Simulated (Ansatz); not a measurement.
# BiTe (R-3m) in Ansatz: notebook

Runs on BiTe. Level: PBEsol. Tasks: band structure.

Everything below comes from runs of Ansatz 0.2.0. Logs are shortened: lines on timing, memory, paths and dates and some standing lists are left out, and cuts for length are marked.

**1. Starting point**

Symmetry: R-3m, No. 166, trigonal system. Conventional cell: a = 4.845 Å, b = 4.845 Å, c = 9.952 Å, α = 90.00°, β = 90.00°, γ = 120.00°. Bi (site symmetry -3m) has 6 Te at 3.25 Å as nearest neighbours. Around Te (site symmetry -3m) lie 6 Bi at 3.25 Å.

The cell comes from a database or a generator and needn't be the stable form of this composition.

**2. Band structure, PBEsol**

The input, input.yaml:

```yaml
crystal:
  lattice:
    - [2.4227077728, 1.3987509848, 3.3172919545]
    - [-2.4227077728, 1.3987509848, 3.3172919545]
    - [0.0, -2.7975019696, 3.3172919545]
  atoms:
    - { symbol: Bi, position: [0.5, 0.5, 0.5] }
    - { symbol: Te, position: [0.0, 0.0, 0.0] }
kpoints:
  mp_grid: { grid: [5, 5, 5] }
  band_path:
    path:
      - [0.0, 0.0, 0.0]
      - [0.5, 0.0, 0.0]
      - [0.5, 0.2851949954, -0.2851949954]
    npoints: 8
scf:
  occupations: { method: fermi_dirac, width: 0.05 }
hamiltonian:
  xc: pbesol
  pseudopotentials: { kind: all_electron, lapw: { basis_error: 0.001 } }
output:
  forces: true
  stress: true
  eigenvalues: true
```

Potentials or basis: all-electron LAPW, scalar-relativistic.

Launch:

```sh
$ ansatz run input.yaml --threads 1 --pin off --max-ram 3072MiB --backend cpu --events-out ev --progress --plain --runs-dir out
```

Output:

```text
Warning: RAYON_NUM_THREADS=1 ignored (pool sized by the plan → 1); use --threads N
LAPW: plane waves up to 6.763 Å⁻¹, error target 1.0e-3 eV per atom; small_component_spin mean_spin; Te in spheres of 1.593 Å, 24 of its electrons in bands, Dirac shells []; Bi in spheres of 1.660 Å, 37 of its electrons in bands, Dirac shells [] (how accurate: hamiltonian.pseudopotentials.lapw.basis_error, Limitations)
Engine: ansatz 0.2.0, x86_64-unknown-linux-gnu
Pseudopotentials: kind: all_electron
Pseudopotential: Bi, LAPW, valence charge 37, lapw/all_electron/scalar/gaussian/Bi, Koelling and Harmon's equation, gaussian nucleus
Pseudopotential: Te, LAPW, valence charge 24, lapw/all_electron/scalar/gaussian/Te, Koelling and Harmon's equation, gaussian nucleus
Functional definition: PBEsol
  exchange = pbesol_x
  correlation = pbesol_c
Crystal: 2 atoms, lattice volume = 67.449 Å³
Basis set: ecut = 174.25200187614644 eV, 349 PW (Γ), exchange–correlation at level 2
Bands: 37, of which v1, the nominal top of the filled ones, is band 31 counted from 1 (30 counted from 0)
Symmetry: 12 space group operations
Space group: R-3m (ITA 166), of the structure as read, at distance tolerance 4.1e-5 Å
k-points: 19 of 125
Non-local potential: Bi, projectors of the file, none
Non-local potential: Te, projectors of the file, none
Initial density: superposition of atomic densities (chi_scale 0.1, normalization cell, long waves kept (reshape's long-wave potential 0.00 eV rms))
Initial wavefunctions: plane waves of lowest kinetic energy (no species holds an atomic orbital)
Functional: x = pbesol(κ = 0.804, μ = 0.12345679012345678), c = pbesol(β = 0.046)
iter 1 solved again at ethr=2.49e-4 eV; its pass at ethr=1.00e-1 eV (dr2=1.52e-1 eV) is discarded
SCF iter   1: F=—  HF=-770357.606731 eV  |F-HF|=—  |Δ(HF+E_count)|=         —  Δρ=1.02e-2  dr2=1.52e-1  ethr=2.49e-4  ⟨swp⟩=2.9  Hψ=4419  notcnv=0
preconditioner: auto → LDOS  [metal: Δε(μ)=0.100 eV  Ē_g=10.917 eV  σ=0.050 eV  W_gap=0.44  n_scr=20 (ndim 8)  ℏωp=15.0 eV  f_vac=0.097  D(μ)=1.36/eV (n_scr^D=8)  β→1.0]
iter 2 solved again at ethr=5.28e-6 eV; its pass at ethr=2.49e-4 eV (dr2=3.22e-3 eV) is discarded
SCF iter   2: F=—  HF=-770357.561379 eV  |F-HF|=—  |Δ(HF+E_count)|=   4.54e-2  Δρ=2.35e-3  dr2=3.23e-3  ethr=5.28e-6  ⟨swp⟩=2.0  Hψ=3627  notcnv=0
SCF iter   3: F=—  HF=-770357.562691 eV  |F-HF|=—  |Δ(HF+E_count)|=   1.31e-3  Δρ=7.20e-4  dr2=7.12e-4  ethr=5.28e-6  ⟨swp⟩=3.0  Hψ=2144  notcnv=0
SCF iter   4: F=—  HF=-770357.560619 eV  |F-HF|=—  |Δ(HF+E_count)|=   2.07e-3  Δρ=4.11e-4  dr2=2.47e-4  ethr=1.17e-6  ⟨swp⟩=2.0  Hψ=2069  notcnv=0
SCF iter   5: F=—  HF=-770357.560463 eV  |F-HF|=—  |Δ(HF+E_count)|=   1.56e-4  Δρ=1.02e-4  dr2=1.46e-5  ethr=4.05e-7  ⟨swp⟩=2.0  Hψ=2069  notcnv=0
SCF iter   6: F=—  HF=-770357.560454 eV  |F-HF|=—  |Δ(HF+E_count)|=   8.61e-6  Δρ=1.91e-5  dr2=3.82e-7  ethr=2.39e-8  ⟨swp⟩=2.0  Hψ=2069  notcnv=0
SCF iter   7: F=-770357.560454 eV  HF=-770357.560454 eV  |F-HF|=4.16e-8  |Δ(HF+E_count)|=   4.56e-7  Δρ=5.75e-6  dr2=2.60e-8  ethr=6.25e-10  ⟨swp⟩=2.0  Hψ=2069  notcnv=0
SCF 1 converged in 7 iterations: F = -770357.560454 eV  dr2 = 2.60e-8
NSCF: frozen V_eff on 17 k-points
SCF converged after 7 iterations
Free energy (F): -770357.560454 eV
Harris-Foulkes:  -770357.560454 eV  (|F-HF|=4.16e-8)
Internal energy: -770357.547361 eV  (E = F + TS)
E sigma→0 (E₀):  -770357.553907 eV
Entropy (-TS):   -0.013092 eV (-6.546 meV/atom)
Fermi energy:    12.526971 eV
--- Per-component energies (eV) ---
  E_band       = -3814.972409
  E_kinetic    = 872942.615517
  E_xc         = -15360.546340
  E_electrostatic = -1627939.616538  (all electrons and nuclei)
  E_smearing   = -0.013092  (= −TS)
  E_closure    = 0.000000  (closes the sum)
  E_atoms      = -770349.614598  (free atoms, spherical and without spin; not in F)
  Σ components = -770357.560454   (vs F -770357.560454, Δ=0.00e0)
  Basis errors (estimates in eV, not in F): energy 3.5e-4 per atom: plane waves 3.2e-4 (1.7e-4 summed), levels above the bands 2.2e-62, relativity 1.8e-8, radial functions 2.6e-5, core shells 2.5e-9; eigenvalues (radial functions only) 2.7e-6; not estimated: angular momenta, meshes, grids; target (lapw.basis_error) 1.0e-3; muffin-tin radii Te 1.593 Å, Bi 1.660 Å
--- Forces (eV/Å), atoms counted from 1 ---
  atom   1  Bi     0.00000000     0.00000000    -0.00000000
  atom   2  Te    -0.00000000     0.00000000     0.00000000
  max |Σ_I F_I| component: 6.57e-31 eV/Å
--- Stress (GPa, compression-positive) ---
       -2.640594       0.000000      -0.000000
       -0.000000      -2.640594       0.000000
       -0.000000       0.000000      -2.306973
  P = ⅓ Tr σ = -2.5294 GPa (-25.294 kbar)
--- Band table (eV; the first three rows and the last of 19) ---
  k-point 0: bands = ["-146.9942", "-140.9599", "-136.1189", "-136.1181", "-136.1169", "-136.1169", "-136.1161", "-136.1161", "-136.1159", "-97.1094", "-97.1094", "-97.0698", "-79.1639", "-79.1604", "-79.1604", "-24.5518", "-24.5518", "-24.5196", "-24.5196", "-24.5064", "-10.5384", "-10.5384", "-10.5294", "-10.5294", "-10.5291", "-0.8847", "4.3220", "9.7024", "9.7024", "11.0119", "14.4733", "15.1105", "15.1105", "16.6527", "16.6527", "18.7290", "19.2731"]
  k-point 1: bands = ["-146.9942", "-140.9599", "-136.1189", "-136.1181", "-136.1169", "-136.1169", "-136.1161", "-136.1161", "-136.1159", "-97.1094", "-97.1094", "-97.0698", "-79.1639", "-79.1604", "-79.1604", "-24.5517", "-24.5517", "-24.5196", "-24.5193", "-24.5063", "-10.5402", "-10.5362", "-10.5298", "-10.5289", "-10.5277", "-0.5457", "3.5251", "9.9271", "10.1596", "10.9217", "13.3918", "13.9248", "14.1743", "17.2066", "17.3923", "19.2792", "20.4542"]
  k-point 2: bands = ["-146.9942", "-140.9599", "-136.1189", "-136.1181", "-136.1169", "-136.1169", "-136.1161", "-136.1161", "-136.1159", "-97.1094", "-97.1094", "-97.0698", "-79.1639", "-79.1604", "-79.1604", "-24.5516", "-24.5516", "-24.5197", "-24.5187", "-24.5062", "-10.5438", "-10.5359", "-10.5303", "-10.5277", "-10.5225", "0.4315", "1.9362", "10.5422", "10.6723", "11.3560", "11.9502", "12.3467", "13.1180", "18.4526", "18.7596", "20.4052", "21.3905"]
  k-point 18: bands = ["-146.9942", "-140.9599", "-136.1189", "-136.1181", "-136.1169", "-136.1169", "-136.1161", "-136.1161", "-136.1159", "-97.1094", "-97.1094", "-97.0698", "-79.1639", "-79.1604", "-79.1604", "-24.5518", "-24.5517", "-24.5185", "-24.5184", "-24.5063", "-10.5418", "-10.5393", "-10.5303", "-10.5208", "-10.5199", "1.3428", "1.8129", "8.2500", "9.5243", "9.6724", "12.2612", "12.5151", "14.3144", "19.2534", "19.7712", "20.4452", "23.0369"]
```

Run time: 20 s. Hardware: 1 thread of Intel Xeon at 2.50GHz (Skylake/Cascade Lake), shared host; peak memory 0.31 GiB.

Results:

- Free energy: -770357.5605 eV
- Pressure: -2.5 GPa
- Band gap along the path: none (metal or under the smearing width)

Stress tensor (GPa, compression positive):
```
-2.64  0.00  0.00
 0.00 -2.64  0.00
 0.00  0.00 -2.31
```

Levels at the corners of the path, in eV from the Fermi level:
```
point  band 26  band 27  band 28  band 29  band 30  band 31  band 32  band 33  band 34  band 35
    Γ   -13.41    -8.20    -2.82    -2.82    -1.52     1.95     2.58     2.58     4.13     4.13
    L   -11.51   -11.27    -1.77    -1.74    -0.94    -0.92    -0.52     0.38     6.78     6.86
   B1   -11.05   -10.75    -4.80    -4.79    -1.68    -0.54     3.27     3.66     5.56     5.75
```

Caveat: the k mesh is thin for a metal, which can move the energy by tens of meV per atom; spin-orbit coupling is left out, which moves the levels of the heavy elements.

**3. Band structure, PBEsol, spin-orbit coupling, no magnetisation**

Edit input.yaml of step 2 so:

```diff
@@ -21,2 +21,5 @@
   pseudopotentials: { kind: all_electron, lapw: { basis_error: 0.001 } }
+magnetization:
+  noncollinear: true
+  spin_orbit: true
 output:
```

Potentials or basis: all-electron LAPW, relativistic spinors.

Launch:

```sh
$ ansatz run input.yaml --threads 1 --pin off --max-ram 3072MiB --backend cpu --events-out ev --progress --plain --runs-dir out
```

Run time: 2.5 min. Hardware: 1 thread of Intel Xeon at 2.50GHz (Skylake/Cascade Lake), shared host; peak memory 0.49 GiB.

Results (log left out):

| Property | Result |
| --- | --- |
| Free energy | -771801.3453 eV |
| Pressure | -1.2 GPa |
| Band gap along the path | none (metal or under the smearing width) |

Stress tensor (GPa, compression positive):
```
-1.34  0.00  0.00
 0.00 -1.34  0.00
 0.00  0.00 -0.84
```

Levels at the corners of the path, in eV from the Fermi level:
| point | band 58 | band 59 | band 60 | band 61 | band 62 | band 63 | band 64 | band 65 | band 66 | band 67 |
| --- | --- | --- | --- | --- | --- | --- | --- | --- | --- | --- |
| Γ | -2.34 | -1.28 | -1.28 | 0.84 | 0.84 | 3.02 | 3.02 | 3.36 | 3.36 | 4.20 |
| L | -1.75 | -1.43 | -1.43 | -0.74 | -0.74 | -0.12 | -0.12 | 0.83 | 0.83 | 6.80 |
| B1 | -4.68 | -1.59 | -1.59 | -0.61 | -0.61 | 3.23 | 3.23 | 3.83 | 3.83 | 5.61 |

Caveat: the k mesh is thin for a metal, which can move the energy by tens of meV per atom.
